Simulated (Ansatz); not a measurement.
# CdFH2N: a ladder of functionals and wavefunction methods

One table from this session's results is given with a row withheld; the runs are named, their logs left out.

Computed with Ansatz 0.2.0, Gaussian basis. Level: functionals in def2-TZVPP, the program's frozen cores in correlated methods.

The runs, in order: PBE-D4, r2SCAN-D4, PBE0-D4, B3LYP-D4, ωB97X-V, ωB97M-V, B2PLYP; CCSD(T)/def2-TZVPP; CCSD(T)/def2-QZVPP; extrapolation to the limit.

### The relaxed structure

All runs share one geometry, relaxed beforehand with PBE0-D4 in a triple-zeta def2 set. Cd takes the def2 core potential; no spin-orbit term is included.

SMILES `[NH2][Cd][F]`, 5 atoms, charge 0, spin multiplicity 1.

Atoms are counted from 1 here; the program's logs count them from 0.

Bond lengths: N1–Cd2 1.998 Å, N1–H4 1.014 Å, N1–H5 1.014 Å, Cd2–F3 1.935 Å. Angles: Cd2–N1–H4 110.8°, Cd2–N1–H5 110.8°, H4–N1–H5 106.1°, N1–Cd2–F3 175.2°.

Set-up of the first run:

File in.yaml:

```yaml
crystal:
  periodic: [false, false, false]
  atoms:
    - {symbol: N, position_ang: [-0.725383, -0.394811, -0.654023]}
    - {symbol: Cd, position_ang: [0.451310, 0.275979, 0.814820]}
    - {symbol: F, position_ang: [1.476932, 0.878972, 2.341381]}
    - {symbol: H, position_ang: [-0.949771, 0.349780, -1.305386]}
    - {symbol: H, position_ang: [-0.253098, -1.109919, -1.196793]}
basis:
  gaussian: {orbitals: def2-TZVPP}
hamiltonian: {xc: pbe, dispersion: d4}
output: {forces: true, orbitals: {seedname: orbitals}}
```

The run is started by

```bash
> ansatz run in.yaml --threads 2 --pin off --events-out ev --progress --plain --max-ram 32768MiB --backend cpu
```

Among the steps run: PBE-D4 (GGA); r2SCAN-D4 (meta-GGA); PBE0-D4 (hybrid); B3LYP-D4 (hybrid); ωB97X-V (range-separated); ωB97M-V (range-separated); B2PLYP (double hybrid); CCSD(T) in def2-TZVPP; CCSD(T) in def2-QZVPP.

One of the session's tables, all rows but one given; the rest of the session is left out.

| method | atomisation energy (kcal/mol) |
| --- | --- |
| PBE-D4 | 318.8 |
| r2SCAN-D4 | 309.1 |
| PBE0-D4 | 305.0 |
| B3LYP-D4 | 306.0 |
| ωB97X-V | 313.7 |
| ωB97M-V | 311.8 |
| B2PLYP | 303.0 |
| HF/def2-TZVPP | 184.1 |
| MP2/def2-TZVPP | 303.3 |
| CCSD/def2-TZVPP | 287.9 |
| CCSD(T)/def2-TZVPP | 294.9 |
| MP2/CBS | 318.6 |
| CCSD(T)/CBS | ? |

Estimate the missing values for CCSD(T)/CBS.

**Answer.** atomisation energy (kcal/mol): 310.2. In the column «atomisation energy (kcal/mol)» it lies between r2SCAN-D4 (309.1) and ωB97M-V (311.8).
